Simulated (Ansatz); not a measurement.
This was printed by a script on Ansatz 0.2.0 through its Python package, for a ladder of methods at one geometry of C2H6FOSb, SMILES CC[O][SbH][F]. What did the script look like? Level of theory (for the species named): HSE06, def2-SVP basis, multiplicity 1. The script varies functional: hse06, blyp, revpbe, hf.

```yaml
atoms:
  - { symbol: C, position_ang: [-0.4094, -0.4421, 1.6006] }
  - { symbol: C, position_ang: [0.3003, 0.3534, 0.5164] }
  - { symbol: O, position_ang: [0.2392, -0.3898, -0.6772] }
  - { symbol: Sb, position_ang: [0.9588, 0.2716, -2.3628] }
  - { symbol: F, position_ang: [-0.6994, 1.3371, -2.8084] }
  - { symbol: H, position_ang: [-0.3697, 0.0964, 2.5435] }
  - { symbol: H, position_ang: [0.0668, -1.4118, 1.7184] }
  - { symbol: H, position_ang: [-1.4464, -0.5981, 1.3176] }
  - { symbol: H, position_ang: [1.3443, 0.5332, 0.8059] }
  - { symbol: H, position_ang: [-0.1917, 1.3234, 0.3853] }
  - { symbol: H, position_ang: [0.2072, -1.0734, -3.0394] }
```

Output of `python run_methods.py`:
```text
functional    E (Ha)        dipole (D)   HOMO (eV)  LUMO (eV)
hse06         -494.664199     3.180      -7.152     -1.722
blyp          -494.824601     2.924      -6.009     -1.963
revpbe        -494.911034     2.894      -6.105     -1.992
hf            -492.584584     3.827     -10.602      1.733
```

The script that was run (others could print the same):

`run_methods.py`:
```python
# -*- coding: utf-8 -*-
"""C2H6FOSb at several levels of theory."""

from pathlib import Path

import ansatz as az
import numpy as np

BASIS_SET = "def2-SVP"

geometry_ang = [
    ("C", (-0.40938, -0.44214, 1.60061)),
    ("C", (0.30034, 0.35343, 0.51643)),
    ("O", (0.2392, -0.38978, -0.67717)),
    ("Sb", (0.95878, 0.27161, -2.36278)),
    ("F", (-0.69942, 1.33708, -2.80841)),
    ("H", (-0.36974, 0.09644, 2.54346)),
    ("H", (0.06684, -1.41175, 1.7184)),
    ("H", (-1.44642, -0.59814, 1.31764)),
    ("H", (1.34429, 0.53324, 0.80591)),
    ("H", (-0.19168, 1.32343, 0.38526)),
    ("H", (0.2072, -1.07342, -3.03935)),
]
c2h6fosb = az.Crystal.molecule()
for symbol, xyz in geometry_ang:
    c2h6fosb = c2h6fosb.atom(symbol, xyz)

model = c2h6fosb.calculation().basis(gaussian=BASIS_SET)

print("functional    E (Ha)        dipole (D)   HOMO (eV)  LUMO (eV)")
for name in ["hse06", "blyp", "revpbe", "hf"]:
    rep = model.functional(name).forces().orbitals().run(runs_dir="runs").report
    lines = Path(rep["orbitals_path"]).read_text().splitlines()
    field_of = lambda key: [line.split("=")[1].strip() for line in lines if line.startswith(key)]
    orbitals = [(27.211386 * float(e), s, float(n)) for e, s, n in zip(field_of("Ene="), field_of("Spin="), field_of("Occup="))]
    homo = max(e for e, _, n in orbitals if n > 0.5)
    lumo = min(e for e, _, n in orbitals if n < 0.5)
    dipole = 4.803205 * np.linalg.norm(rep["charge_distribution"]["dipole_moment_e_ang"])
    print(f"{name:10s} {rep['free_energy_ev'] / 27.211386246:14.6f} {dipole:9.3f} {homo:11.3f} {lumo:10.3f}")
```

Reading the output:
- Total energies depend on the basis set; only differences at equal settings carry meaning.
- The geometry is a force-field or estimated start, not a minimum of this method, and the basis set is short of its limit. A lower total doesn't mark the better method: functionals have no common bound, and MP2 and coupled cluster aren't variational.
- def2 sets replace the cores of elements past krypton by effective core potentials.
- Levels such as HOMO and LUMO are orbital energies: with these approximate functionals they aren't the ionisation energy and electron affinity, and their gap isn't the fundamental gap.
- hse06 follows the composition of plane-wave codes, whose totals differ by tens of mHa, up to about 0.1 Ha, from the form usual in Gaussian-basis programs (wpbeh).
- Hardware and time: 19 s on 1 thread of Arm Neoverse V1, with other jobs on the host, peak memory 0.32 GiB.
